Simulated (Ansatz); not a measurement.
**BSCl2 radical: geometry and frequencies at several levels**

Wanted for BSCl2 radical: geometry and frequencies at several levels. Spin multiplicity 2.

Program: Ansatz 0.2.0. Level of theory: the levels named in each step. These are calculated values, not measurements.

### Step 1. The structure to begin with

Bond lengths: S1–B2 1.778 Å, B2–Cl3 1.734 Å, B2–Cl4 1.735 Å. Angles: S1–B2–Cl3 120.6°, S1–B2–Cl4 120.3°, Cl3–B2–Cl4 119.1°.

Coordinates:

```xyz
4

S    -0.9140   -1.5793   -0.0036
B    -0.0239   -0.0403    0.0003
Cl   -0.8741    1.4710    0.0068
Cl    1.7109   -0.0320   -0.0037
```

### Step 2. A rough first relaxation, PBE-D4/def2-SVP

This run stands in another session on the same molecule. It ended at:

```xyz
4

S    -0.9094   -1.5691   -0.0033
B    -0.0219   -0.0386    0.0001
Cl   -0.9131    1.4851    0.0069
Cl    1.7433   -0.0579   -0.0039
```

### Step 3. Relaxation, r2SCAN-D4/def2-TZVPP

input.yaml

```yaml
crystal:
  periodic: [false, false, false]
  atoms:
    - { symbol: S, position_ang: [-0.90936594, -1.56911381, -0.00329201] }
    - { symbol: B, position_ang: [-0.02193777, -0.03855815, 7.618e-05] }
    - { symbol: Cl, position_ang: [-0.91313646, 1.48506014, 0.00690698] }
    - { symbol: Cl, position_ang: [1.74326016, -0.05792818, -0.00388115] }
magnetization:
  spin_polarized: true
  initial_magnetization: 1
basis:
  gaussian: { orbitals: def2-TZVPP }
hamiltonian:
  xc: r2scan
  dispersion: d4
relax:
  f_tol: 0.002
  max_steps: 150
```

Launch:

```console
ansatz run input.yaml --threads 4 --pin off --max-ram 10240MiB --backend cpu --events-out ev --progress --plain --runs-dir out
```

The log of the run (excerpt; [...] marks lines left out):

```text
Warning: RAYON_NUM_THREADS=4 ignored (pool sized by the plan → 4); use --threads N
[...]
Functional definition: r2SCAN
[...]
1041 factors; their error is unknown
[...]
mean field -36557.45507283 eV, -1343.4616943936 hartree, gradient 1.9e-5 eV, S^2 0.758043; 3 other end points of the search recorded, 0 dependent functions left out
[...]
reference -36557.45508289 eV, -1343.4616947633 hartree; 28, 27 occupied and 129, 130 virtual orbitals, 1041 factors
relax step   1: F+E_penalty+E_count = -36557.48532602 eV  Δ(F+E_penalty+E_count) = +0.000e0 eV  max|allowed force component| = 3.173e-1 eV/Å  Δτ_max = 0.0000 Å  (86 SCF iters, accepted)
[...]
relax step   4: F+E_penalty+E_count = -36557.48978428 eV  Δ(F+E_penalty+E_count) = -1.561e-3 eV  max|allowed force component| = 3.684e-2 eV/Å  Δτ_max = 0.0097 Å  (42 SCF iters, accepted)
[...]
relax step   5: F+E_penalty+E_count = -36557.48982600 eV  Δ(F+E_penalty+E_count) = -4.172e-5 eV  max|allowed force component| = 7.538e-4 eV/Å  Δτ_max = 0.0016 Å  (33 SCF iters, accepted)
1041 factors; their error is unknown
[...]
mean field -36557.45953657 eV, -1343.4618584329 hartree, gradient 2.2e-5 eV, S^2 0.758005; 4 other end points of the search recorded, 0 dependent functions left out
[...]
reference -36557.45954661 eV, -1343.4618588019 hartree; 28, 27 occupied and 129, 130 virtual orbitals, 1041 factors
Total energy: -36557.48983604 eV, -1343.4629719179 hartree
Atom 0 at    -0.905985    -1.562344    -0.003223 Å, force    -0.000116     0.000329     0.000018 eV/Å
Atom 1 at    -0.020096    -0.036025    -0.000022 Å, force     0.000486    -0.000754    -0.000056 eV/Å
Atom 2 at    -0.907198     1.475077     0.006887 Å, force    -0.000404     0.000336     0.000019 eV/Å
Atom 3 at     1.732099    -0.057248    -0.003831 Å, force     0.000034     0.000089     0.000018 eV/Å
Dipole moment:    -0.032063    -0.055101    -0.000114 e Å
```

Run time: 23 s. Hardware: 4 threads of Intel Xeon Platinum 8259CL at 2.50GHz (Skylake/Cascade Lake), shared host; peak memory 0.39 GiB.

Relaxation path:

```
step  E - E(step 1) (eV)  largest force component (eV/Å)
   1              0.0000                          0.3173
   2             -0.0029                          0.1619
   3             -0.0025                          0.1308
   4             -0.0045                          0.0368
   5             -0.0045                          0.0008
```

Step 1 is the start. Step 3 was tried and not accepted.

Before: Bond lengths: S1–B2 1.769 Å, B2–Cl3 1.765 Å, B2–Cl4 1.765 Å. Angles: S1–B2–Cl3 119.6°, S1–B2–Cl4 119.5°, Cl3–B2–Cl4 121.0°.

After: Bond lengths: S1–B2 1.765 Å, B2–Cl3 1.752 Å, B2–Cl4 1.752 Å. Angles: S1–B2–Cl3 119.5°, S1–B2–Cl4 119.4°, Cl3–B2–Cl4 121.1°.

### Step 4. Frequencies, r2SCAN-D4/def2-TZVPP

input.yaml

```yaml
crystal:
  periodic: [false, false, false]
  atoms:
    - { symbol: S, position_ang: [-0.90598512, -1.5623437, -0.00322344] }
    - { symbol: B, position_ang: [-0.02009559, -0.03602504, -2.235e-05] }
    - { symbol: Cl, position_ang: [-0.90719784, 1.47507669, 0.00688707] }
    - { symbol: Cl, position_ang: [1.73209854, -0.05724795, -0.00383127] }
magnetization:
  spin_polarized: true
  initial_magnetization: 1
basis:
  gaussian: { orbitals: def2-TZVPP }
hamiltonian:
  xc: r2scan
  dispersion: d4
phonons: {}
```

Launch:

```console
ansatz run input.yaml --threads 4 --pin off --max-ram 10240MiB --backend cpu --events-out ev --progress --plain --runs-dir out
```

The log of the run (excerpt; [...] marks lines left out):

```text
Warning: RAYON_NUM_THREADS=4 ignored (pool sized by the plan → 4); use --threads N
[...]
Functional definition: r2SCAN
[...]
1041 factors; their error is unknown
[...]
mean field -36557.45953563 eV, -1343.4618583982 hartree, gradient 1.5e-5 eV, S^2 0.758005; 3 other end points of the search recorded, 0 dependent functions left out
[...]
reference -36557.45954566 eV, -1343.4618587671 hartree; 28, 27 occupied and 129, 130 virtual orbitals, 1041 factors
[...]
1041 factors; their error is unknown
mean field -36557.45951344 eV, -1343.4618575829 hartree, gradient 5.0e-6 eV, S^2 0.758001; 0 other end points of the search recorded, 0 dependent functions left out
[...]
reference -36557.45952348 eV, -1343.4618579518 hartree; 28, 27 occupied and 129, 130 virtual orbitals, 1041 factors
[...]
1041 factors; their error is unknown
[...]
reference -36557.45954336 eV, -1343.4618586826 hartree; 28, 27 occupied and 129, 130 virtual orbitals, 1041 factors
[...]
1041 factors; their error is unknown
mean field -36557.45953325 eV, -1343.4618583108 hartree, gradient 2.9e-6 eV, S^2 0.758005; 0 other end points of the search recorded, 0 dependent functions left out
[...]
reference -36557.45954329 eV, -1343.4618586797 hartree; 28, 27 occupied and 129, 130 virtual orbitals, 1041 factors
Total energy: -36557.48983509 eV, -1343.4629718831 hartree
Atom 0 at    -0.905985    -1.562344    -0.003223 Å, force    -0.000087     0.000340     0.000018 eV/Å
Atom 1 at    -0.020096    -0.036025    -0.000022 Å, force     0.000534    -0.000855    -0.000056 eV/Å
Atom 2 at    -0.907198     1.475077     0.006887 Å, force    -0.000415     0.000415     0.000020 eV/Å
Atom 3 at     1.732099    -0.057248    -0.003831 Å, force    -0.000032     0.000100     0.000018 eV/Å
Dipole moment:    -0.032064    -0.055103    -0.000114 e Å
Vibrations: 164.02 237.70 429.48 462.53 898.90 970.81 cm⁻¹, zero-point energy 0.196108 eV
```

Wall time 42 s (4 threads of Intel Xeon Platinum 8259CL at 2.50GHz (Skylake/Cascade Lake), shared host); peak memory 0.39 GiB.

Harmonic frequencies (cm⁻¹; negative: imaginary): 164, 238, 429, 463, 899, 971.

### Step 5. Relaxation, B3LYP-D4/def2-TZVPP

input.yaml

```yaml
crystal:
  periodic: [false, false, false]
  atoms:
    - { symbol: S, position_ang: [-0.90936594, -1.56911381, -0.00329201] }
    - { symbol: B, position_ang: [-0.02193777, -0.03855815, 7.618e-05] }
    - { symbol: Cl, position_ang: [-0.91313646, 1.48506014, 0.00690698] }
    - { symbol: Cl, position_ang: [1.74326016, -0.05792818, -0.00388115] }
magnetization:
  spin_polarized: true
  initial_magnetization: 1
basis:
  gaussian: { orbitals: def2-TZVPP }
hamiltonian:
  xc: { name: B3LYP }
  dispersion: d4
relax:
  f_tol: 0.002
  max_steps: 150
```

Launch:

```console
ansatz run input.yaml --threads 4 --pin off --max-ram 10240MiB --backend cpu --events-out ev --progress --plain --runs-dir out
```

The log of the run (excerpt; [...] marks lines left out):

```text
Warning: RAYON_NUM_THREADS=4 ignored (pool sized by the plan → 4); use --threads N
[...]
Functional definition: B3LYP
[...]
1091 factors; their error is unknown
[...]
mean field -36561.45363348 eV, -1343.6086387870 hartree, gradient 3.6e-5 eV, S^2 0.754579; 2 other end points of the search recorded, 0 dependent functions left out
[...]
reference -36561.45386253 eV, -1343.6086472045 hartree; 28, 27 occupied and 129, 130 virtual orbitals, 1091 factors
relax step   1: F+E_penalty+E_count = -36561.69193453 eV  Δ(F+E_penalty+E_count) = +0.000e0 eV  max|allowed force component| = 2.111e-1 eV/Å  Δτ_max = 0.0000 Å  (54 SCF iters, accepted)
[...]
relax step   4: F+E_penalty+E_count = -36561.69381569 eV  Δ(F+E_penalty+E_count) = -3.227e-5 eV  max|allowed force component| = 3.315e-2 eV/Å  Δτ_max = 0.0031 Å  (31 SCF iters, accepted)
[...]
relax step   5: F+E_penalty+E_count = -36561.69384435 eV  Δ(F+E_penalty+E_count) = -2.866e-5 eV  max|allowed force component| = 3.652e-4 eV/Å  Δτ_max = 0.0012 Å  (31 SCF iters, accepted)
1091 factors; their error is unknown
[...]
mean field -36561.45495214 eV, -1343.6086872468 hartree, gradient 2.1e-5 eV, S^2 0.754566; 3 other end points of the search recorded, 0 dependent functions left out
[...]
reference -36561.45518074 eV, -1343.6086956477 hartree; 28, 27 occupied and 129, 130 virtual orbitals, 1091 factors
Total energy: -36561.69407295 eV, -1343.6174747746 hartree
Atom 0 at    -0.908382    -1.566382    -0.003254 Å, force    -0.000163    -0.000036     0.000021 eV/Å
Atom 1 at    -0.020699    -0.037137    -0.000023 Å, force     0.000365    -0.000346    -0.000065 eV/Å
Atom 2 at    -0.907720     1.478792     0.006911 Å, force    -0.000101     0.000230     0.000022 eV/Å
Atom 3 at     1.735621    -0.055813    -0.003824 Å, force    -0.000101     0.000153     0.000022 eV/Å
Dipole moment:    -0.039316    -0.067650    -0.000141 e Å
```

Run time: 18 s. Hardware: 4 threads of Intel Xeon Platinum 8259CL at 2.50GHz (Skylake/Cascade Lake), shared host; peak memory 0.51 GiB.

The steps of the relaxation:

| step | E - E(step 1) (eV) | largest force component (eV/Å) |
| --- | --- | --- |
| 1 | 0.0000 | 0.2111 |
| 2 | -0.0009 | 0.1093 |
| 3 | -0.0018 | 0.0438 |
| 4 | -0.0019 | 0.0331 |
| 5 | -0.0019 | 0.0004 |

Step 1 is the start.

Before: Bond lengths: S1–B2 1.769 Å, B2–Cl3 1.765 Å, B2–Cl4 1.765 Å. Angles: S1–B2–Cl3 119.6°, S1–B2–Cl4 119.5°, Cl3–B2–Cl4 121.0°.

After: Bond lengths: S1–B2 1.768 Å, B2–Cl3 1.756 Å, B2–Cl4 1.756 Å. Angles: S1–B2–Cl3 119.5°, S1–B2–Cl4 119.5°, Cl3–B2–Cl4 120.9°.

### Step 6. Frequencies, B3LYP-D4/def2-TZVPP

input.yaml

```yaml
crystal:
  periodic: [false, false, false]
  atoms:
    - { symbol: S, position_ang: [-0.90838212, -1.56638161, -0.00325388] }
    - { symbol: B, position_ang: [-0.02069866, -0.03713729, -2.348e-05] }
    - { symbol: Cl, position_ang: [-0.9077201, 1.4787916, 0.006911] }
    - { symbol: Cl, position_ang: [1.73562087, -0.05581271, -0.00382364] }
magnetization:
  spin_polarized: true
  initial_magnetization: 1
basis:
  gaussian: { orbitals: def2-TZVPP }
hamiltonian:
  xc: { name: B3LYP }
  dispersion: d4
phonons: {}
```

Launch:

```console
ansatz run input.yaml --threads 4 --pin off --max-ram 10240MiB --backend cpu --events-out ev --progress --plain --runs-dir out
```

The log of the run (excerpt; [...] marks lines left out):

```text
Warning: RAYON_NUM_THREADS=4 ignored (pool sized by the plan → 4); use --threads N
[...]
Functional definition: B3LYP
[...]
1091 factors; their error is unknown
[...]
mean field -36561.45495206 eV, -1343.6086872439 hartree, gradient 3.5e-5 eV, S^2 0.754566; 2 other end points of the search recorded, 0 dependent functions left out
[...]
reference -36561.45518062 eV, -1343.6086956435 hartree; 28, 27 occupied and 129, 130 virtual orbitals, 1091 factors
[...]
1091 factors; their error is unknown
mean field -36561.45489122 eV, -1343.6086850081 hartree, gradient 1.4e-6 eV, S^2 0.754565; 0 other end points of the search recorded, 0 dependent functions left out
[...]
reference -36561.45511977 eV, -1343.6086934073 hartree; 28, 27 occupied and 129, 130 virtual orbitals, 1091 factors
[...]
1091 factors; their error is unknown
[...]
reference -36561.45517821 eV, -1343.6086955546 hartree; 28, 27 occupied and 129, 130 virtual orbitals, 1091 factors
[...]
1091 factors; their error is unknown
mean field -36561.45494986 eV, -1343.6086871632 hartree, gradient 2.1e-6 eV, S^2 0.754566; 0 other end points of the search recorded, 0 dependent functions left out
[...]
reference -36561.45517843 eV, -1343.6086955628 hartree; 28, 27 occupied and 129, 130 virtual orbitals, 1091 factors
Total energy: -36561.69407284 eV, -1343.6174747704 hartree
Atom 0 at    -0.908382    -1.566382    -0.003254 Å, force    -0.000167    -0.000028     0.000021 eV/Å
Atom 1 at    -0.020699    -0.037137    -0.000023 Å, force     0.000389    -0.000367    -0.000065 eV/Å
Atom 2 at    -0.907720     1.478792     0.006911 Å, force    -0.000109     0.000237     0.000022 eV/Å
Atom 3 at     1.735621    -0.055813    -0.003824 Å, force    -0.000113     0.000158     0.000022 eV/Å
Dipole moment:    -0.039316    -0.067650    -0.000141 e Å
Vibrations: 169.83 236.69 430.16 458.02 887.88 957.67 cm⁻¹, zero-point energy 0.194671 eV
```

Run time: 48 s. Hardware: 4 threads of Intel Xeon Platinum 8259CL at 2.50GHz (Skylake/Cascade Lake), shared host; peak memory 0.51 GiB.

Harmonic frequencies (cm⁻¹; negative: imaginary): 170, 237, 430, 458, 888, 958.

### Step 7. Geometries side by side

| level | S1–B2 (Å) | B2–Cl3 (Å) | B2–Cl4 (Å) | rotational constants (MHz) | dipole (D) | highest frequency (cm⁻¹) | CPU time |
| --- | --- | --- | --- | --- | --- | --- | --- |
| r2SCAN-D4/def2-TZVPP | 1.7648 | 1.7523 | 1.7523 | 3339.3, 3103.3, 1608.5 | 0.31 | 971 | 85 s |
| B3LYP-D4/def2-TZVPP | 1.7682 | 1.7564 | 1.7564 | 3319.8, 3093.9, 1601.5 | 0.38 | 958 | 67 s |

Constants are for the commonest isotopes at the equilibrium geometry; times are CPU times of the relaxations.

### Step 8. Outcome

| quantity | value |
| --- | --- |
| S1–B2 at B3LYP-D4/def2-TZVPP | 1.768 Å |
| B2–Cl3 at B3LYP-D4/def2-TZVPP | 1.756 Å |
| B2–Cl4 at B3LYP-D4/def2-TZVPP | 1.756 Å |
| frequencies at B3LYP-D4/def2-TZVPP | 170 to 958 cm⁻¹ |

The S1–B2 distance spreads over 0.003 Å, from r2SCAN-D4/def2-TZVPP (shortest) to B3LYP-D4/def2-TZVPP. No mode is imaginary, so the geometry is a minimum.
